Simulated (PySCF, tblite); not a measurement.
# C3H8BFO2: geometry, infrared bands and NMR shifts

Aim: predict the infrared bands and NMR shifts of C3H8BFO2 (`[BH3-][O+](C)[C@@H](F)C=O`).

Programs: tblite 0.8.0 and PySCF 2.14.0, with density-fitted response routines of our own. Each step states its level of theory. These are calculated values for one molecule in the gas phase, unless marked as measured. Atoms count from 0, in the outputs and in this text.

### 1 The molecule as given

15 atoms, charge 0, multiplicity 1; geometry from: force field or distance geometry start.

Bonds of the start (Å): B0–O1 1.42, O1–C2 1.38, O1–C3 1.36, C3–F4 1.41, C3–C5 1.47, C5–O6 1.19, B0–H7 1.19, B0–H8 1.20, B0–H9 1.22, C2–H10 1.11, C2–H11 1.11, C2–H12 1.11, C3–H13 1.15, C5–H14 1.10.

### 2 Optimising the geometry with GFN2-xTB

Job settings and geometry (Å):

```
{"job": {"kind": "relax", "xc": "GFN2-xTB", "basis": "xTB"}, "charge": 0, "multiplicity": 1}
B     -0.821200     0.834800    -0.722400
O     -0.529200    -0.338900     0.025600
C     -0.966600    -0.280100     1.332400
C      0.729900    -0.828400    -0.149000
F      0.714600    -2.018900    -0.895900
C      1.721100     0.067100    -0.758000
O      1.575700     1.197700    -1.114000
H     -0.529000     0.758800    -1.873300
H     -0.421900     1.850500    -0.217300
H     -2.031700     0.977900    -0.707100
H     -1.998200     0.129100     1.386000
H     -0.994500    -1.291600     1.789300
H     -0.307900     0.419500     1.883800
H      1.122500    -1.113400     0.896500
H      2.732000    -0.356100    -0.898500
```

Command:

```sh
OMP_NUM_THREADS=1 python probes_run.py task.json out
```

One launch serves the whole session: the jobs run in the order shown.

**Question.** This job is followed by: GFN2-xTB harmonic vibrations, gas phase; GIAO PBE0/pcSseg-1 NMR shielding, non-relativistic, gas phase. What will the session give for the following? strongest single infrared mode (GFN2-xTB); zero-point energy (GFN2-xTB); ¹³C shifts against TMS (PBE0/pcSseg-1); ¹H shifts against TMS (PBE0/pcSseg-1, means over atoms taken as alike); ¹¹B shifts against BF3·OEt2 (PBE0/pcSseg-1); ¹⁷O shifts against H2O (PBE0/pcSseg-1); ¹⁹F shifts against CFCl3 (PBE0/pcSseg-1).

**Answer**, as computed:

| quantity | value |
| --- | --- |
| strongest single infrared mode (GFN2-xTB) | 1767 cm⁻¹, 383 km/mol |
| zero-point energy (GFN2-xTB) | 69.4 kcal/mol |
| ¹³C shifts against TMS (PBE0/pcSseg-1) | 185.6, 114.5, 63.7 ppm |
| ¹H shifts against TMS (PBE0/pcSseg-1, means over atoms taken as alike) | 9.30, 4.86, 3.96, 3.04 ppm |
| ¹¹B shifts against BF3·OEt2 (PBE0/pcSseg-1) | -3.8 ppm |
| ¹⁷O shifts against H2O (PBE0/pcSseg-1) | 637.9, 53.6 ppm |
| ¹⁹F shifts against CFCl3 (PBE0/pcSseg-1) | -154.1 ppm |

**Reading.** The optimisation took 136 steps and gained 1.584 eV; among the close pairs (by a distance rule), B0–O1 changed most, from 1.422 to 1.651 Å. No mode is imaginary among the 39: a minimum at this level. The strongest single mode, at 1767 cm⁻¹, moves mainly C5 and O6. GFN2-xTB is a fitted tight-binding method: band positions and strengths are rough. Its intensities can rank the bands wrongly. C5 (aldehyde carbonyl carbon) lies farthest downfield among carbon, at 185.6 ppm; the double bond to the heteroatom, with no lone-pair donor beside it, deshields it most. The most deshielded hydrogen is H14 (hydrogen on an aldehyde carbonyl carbon), at 9.30 ppm: deshielded by the polar, anisotropic C=O bond. At PBE0/pcSseg-1: The widest tensor belongs to O6: span 1221 ppm, with a paramagnetic part of -697 ppm.
